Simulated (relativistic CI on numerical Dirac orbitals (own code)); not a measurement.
# Mg III (Mg²⁺): levels and lines, part 2 of 2

The task is the spectrum of Mg²⁺: levels, purity of their labels, lifetimes and lines; runs with one setting changed show what the result hangs on.

Calculated with an in-house relativistic CI code, version 3; Dirac-Coulomb-Breit CI, KLI orbitals optimised for each configuration. Earlier steps stand in the parts before.

## Step 6: Without configuration mixing

Input settings:

```ini
atom Mg  Z=12  charge=2  electrons=10
nucleus A=24  rms_radius_fm=3.0570
hamiltonian dirac-coulomb  breit=on  qed=on  c_scale=1
orbitals kli  potential=per-configuration
slater_scale 0.85
correlation p86
mixing off
configurations
  [He] 2s2 2p6
  [He] 2s2 2p5 3s
  [He] 2s2 2p5 3p
  [He] 2s2 2p5 3d
  [He] 2s2 2p5 4s
  [He] 2s2 2p5 4p
  [He] 2s2 2p5 4d
  [He] 2s2 2p5 4f
  [He] 2s2 2p5 5s
  [He] 2s2 2p5 5p
  [He] 2s2 2p5 5d
  [He] 2s2 2p5 5f
  [He] 2s2 2p5 5g
  [He] 2s2 2p4 3s2
  [He] 2s2 2p4 3s 3p
  [He] 2s 2p6 3s
  [He] 2s2 2p4 3p2
  [He] 2s2 2p4 3s 3d
  [He] 2s 2p6 3p
end
```

Results of the run:

```text
{
  "status": "converged",
  "levels [i, E_cm, J2, conf, term, w_term, w_jj]": [
    [0, 0, 0, "2s2 2p6", "1S", 1, 1],
    [1, 422929.16, 4, "2s2 2p5 3s", "3P*", 1, 1],
    [2, 424130.93, 2, "2s2 2p5 3s", "3P*", 0.9411, 0.5749],
    [3, 425121.62, 0, "2s2 2p5 3s", "3P*", 1, 1],
    [4, 428502.56, 2, "2s2 2p5 3s", "1P*", 0.9411, 0.5749],
    [5, 466380.96, 2, "2s2 2p5 3p", "3S", 0.9862, 0.4194],
    [6, 470732.97, 6, "2s2 2p5 3p", "3D", 1, 1],
    [7, 471303.51, 4, "2s2 2p5 3p", "3D", 0.8789, 0.8225],
    [8, 472122.74, 2, "2s2 2p5 3p", "3D", 0.8802, 0.4637],
    [9, 473720.48, 4, "2s2 2p5 3p", "1D", 0.5235, 0.9465],
    [10, 474555.54, 2, "2s2 2p5 3p", "1P", 0.5962, 0.4354],
    [11, 475060.55, 4, "2s2 2p5 3p", "3P", 0.5113, 0.7741],
    "... 103 more rows left out ..."
  ],
  "n_levels_all": 275,
  "total_energy [Ha]": -199.51550926,
  "configurations [conf, odd, states, E_av_cm, breit_Ha, qed_Ha, corr_Ha]": [
    ["2s2 2p6", 0, 1, 0, 0.03173, 0.02056, -0.4202],
    ["2s2 2p5 3s", 1, 12, 424806, 0.03112, 0.02072, -0.3889],
    ["2s2 2p5 3p", 0, 36, 473240, 0.03109, 0.02066, -0.3876],
    ["2s2 2p5 3d", 1, 60, 528891, 0.03102, 0.02066, -0.3865],
    ["2s2 2p5 4s", 1, 12, 542878, 0.03106, 0.02068, -0.3837],
    ["2s2 2p5 4p", 0, 36, 559262, 0.03105, 0.02066, -0.3823],
    ["2s2 2p5 4d", 1, 60, 579363, 0.03102, 0.02066, -0.3813],
    ["2s2 2p5 4f", 0, 84, 582911, 0.03103, 0.02066, -0.3716],
    ["2s2 2p5 5s", 1, 12, 585458, 0.03104, 0.02067, -0.3816],
    ["2s2 2p5 5p", 0, 36, 592964, 0.03104, 0.02066, -0.3806],
    ["2s2 2p5 5d", 1, 60, 602619, 0.03103, 0.02066, -0.3796],
    ["2s2 2p5 5f", 0, 84, 605134, 0.03103, 0.02066, -0.3716],
    ["2s2 2p5 5g", 1, 108, 605136, 0.03103, 0.02066, -0.3716],
    ["2s2 2p4 3s2", 0, 15, 964420, 0.03036, 0.02093, -0.3742],
    "... 5 more rows left out ..."
  ]
}
```

Wall time 1 s (1 thread, shared host).

How the levels moved (cm⁻¹, from the main run's lowest level):

| level | main run | shift |
| --- | --- | --- |
| 2p5 3s 3P°2 | 422937 | -8.0 |
| 2p5 3s 3P°1 | 424131 | -0.1 |
| 2p5 3s 3P°0 | 425123 | -1.3 |
| 2p5 3s 1P°1 | 428431 | +71.3 |
| 2p5 3p 3S1 | 465515 | +866.0 |
| 2p5 3p 3D3 | 471031 | -298.0 |
| 2p5 3p 3D2 | 471574 | -270.5 |
| 2p5 3p 3D1 | 472407 | -284.4 |
| 2p5 3p [2p3/2^3 3p3/2] J=2 | 473844 | -123.9 |
| 2p5 3p 1P1 | 474772 | -216.4 |
| 2p5 3p [2p1/2 2p3/2^4 3p3/2] J=2 | 475215 | -154.0 |
| 2p5 3p 3P0 | 475494 | -180.5 |

## Step 7: The first 3 configurations alone

Input settings:

```ini
atom Mg  Z=12  charge=2  electrons=10
nucleus A=24  rms_radius_fm=3.0570
hamiltonian dirac-coulomb  breit=on  qed=on  c_scale=1
orbitals kli  potential=per-configuration
slater_scale 0.85
correlation p86
mixing on
configurations
  [He] 2s2 2p6
  [He] 2s2 2p5 3s
  [He] 2s2 2p5 3p
end
```

Results of the run:

```text
{
  "status": "converged",
  "levels [i, E_cm, J2, conf, term, w_term, w_jj]": [
    [0, 0, 0, "2p6", "1S", 1, 1],
    [1, 422929.99, 4, "2p5 3s", "3P*", 1, 1],
    [2, 424131.76, 2, "2p5 3s", "3P*", 0.9411, 0.5749],
    [3, 425122.45, 0, "2p5 3s", "3P*", 1, 1],
    [4, 428503.39, 2, "2p5 3s", "1P*", 0.9411, 0.5749],
    [5, 466381.78, 2, "2p5 3p", "3S", 0.9862, 0.4194],
    [6, 470733.79, 6, "2p5 3p", "3D", 1, 1],
    [7, 471304.33, 4, "2p5 3p", "3D", 0.8789, 0.8225],
    [8, 472123.57, 2, "2p5 3p", "3D", 0.8802, 0.4637],
    [9, 473721.3, 4, "2p5 3p", "1D", 0.5235, 0.9465],
    [10, 474556.36, 2, "2p5 3p", "1P", 0.5962, 0.4354],
    [11, 475061.37, 4, "2p5 3p", "3P", 0.5113, 0.7741],
    "... 3 more rows left out ..."
  ],
  "n_levels_all": 15,
  "total_energy [Ha]": -199.51551302,
  "configurations [conf, odd, states, E_av_cm, breit_Ha, qed_Ha, corr_Ha]": [
    ["2p6", 0, 1, 0.827219, 0.03173, 0.02056, -0.4202],
    ["2p5 3s", 1, 12, 424806, 0.03112, 0.02072, -0.3889],
    ["2p5 3p", 0, 36, 473241, 0.03109, 0.02066, -0.3876]
  ]
}
```

Wall time 0.11 s (1 thread, shared host).

How the levels moved (cm⁻¹, from the main run's lowest level):

| level | main run | shift |
| --- | --- | --- |
| 2p5 3s 3P°2 | 422937 | -7.2 |
| 2p5 3s 3P°1 | 424131 | +0.7 |
| 2p5 3s 3P°0 | 425123 | -0.5 |
| 2p5 3s 1P°1 | 428431 | +72.2 |
| 2p5 3p 3S1 | 465515 | +866.8 |
| 2p5 3p 3D3 | 471031 | -297.2 |
| 2p5 3p 3D2 | 471574 | -269.6 |
| 2p5 3p 3D1 | 472407 | -283.6 |
| 2p5 3p [2p3/2^3 3p3/2] J=2 | 473844 | -123.1 |
| 2p5 3p 1P1 | 474772 | -215.6 |
| 2p5 3p [2p1/2 2p3/2^4 3p3/2] J=2 | 475215 | -153.1 |
| 2p5 3p 3P0 | 475494 | -179.7 |

## Step 8: The runs side by side

This closing draws on all 2 parts.

| run | time | mean size of shift, levels followed (cm⁻¹) | lowest level | ionisation energy (eV) | mean error to measured (cm⁻¹) |
| --- | --- | --- | --- | --- | --- |
| main run | 1 s | 0 | 2p6 1S0 | 79.834 | 3296 |
| no correlation estimate | 1 s | 7055 | 2p6 1S0 | 78.512 | 10552 |
| Slater integrals scaled by 0.75 | 1 s | 232 | 2p6 1S0 | 79.834 | - |
| without configuration mixing | 1 s | 206 | 2p6 1S0 | - | 3549 |
| the first 3 configurations alone | 0.11 s | 206 | 2p6 1S0 | - | - |

The measured ionisation energy (NIST) is 80.1436 eV.

## Step 9: Summary of results

```
                                                                        quantity                       value
                                                                    lowest level                     2p6 1S0
                                                                first excitation    2p5 3s 3P°2, 422937 cm⁻¹
                                                lowest level of the other parity    2p5 3s 3P°2, 422937 cm⁻¹
                                                             levels in the model                         275
fastest E1 line (by rate) to the lowest level among the lowest 115 of 275 levels  18.78 nm, from 2p5 3d 1P°1
                                                               ionisation energy                   79.834 eV
                                              ionisation energy, measured (NIST)                  80.1436 eV
                                                     mean error of paired levels           3296 cm⁻¹ over 22
```

What this shows: 2p6 1S0 comes out lowest; its LS label holds 100 % and its jj label 100 %; over the low levels the means are 86 and 72 %, so LS coupling describes them better. Against the measured ionisation energy the result lies 0.39 % low. The largest mover is «no correlation estimate» (7055 cm⁻¹ on average). No change brings the levels clearly nearer the measured ones. The scale of 0.85 was itself chosen against such measured levels. In a near-neutral ion this small CI can misplace whole configurations by 10,000 cm⁻¹ or more. Lifetimes count radiative decay inside the model alone.
